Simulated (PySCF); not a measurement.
Molecule: NCGeFCl2, in a box.

```
N C Ge F Cl
1.0
    13.00000    0.00000    0.00000
     0.00000   13.00000    0.00000
     0.00000    0.00000   13.00000
N C Ge F Cl
1 1 1 1 2
Direct
  0.62825 0.37913 0.60837
  0.56861 0.43259 0.57076
  0.47142 0.52324 0.50915
  0.37375 0.44850 0.46272
  0.53893 0.60221 0.38542
  0.41074 0.62410 0.61982
```

Base run:

| Property | Result |
| --- | --- |
| Program | PySCF 2.14.0 |
| Functional | PBE |
| Potentials or basis | def2-svp (all-electron) |
| k mesh | 1 × 1 × 1 |
| Occupations | fixed |
| Spin | no spin polarisation |

Its results: gap between the frontier levels 5.99 eV.

Problem. After a change of settings the same cell gave: gap between the frontier levels 8.31 eV. Which change was it?
A. functional from PBE to M06
B. functional from PBE to M06-L; dispersion from none to D3
C. functional from PBE to SOGGA11
D. functional from PBE to SCAN; dispersion from none to D3

Solution. A.

M06 gives the wider gap, since exact exchange removes part of the self-interaction.

Caveats: this is a molecule in a periodic box at the Γ point, so its band gap is the HOMO-LUMO gap; relativity is left out, which matters for the heavier elements; the basis of atomic orbitals isn't converged, which shifts pressures, moduli and gaps.
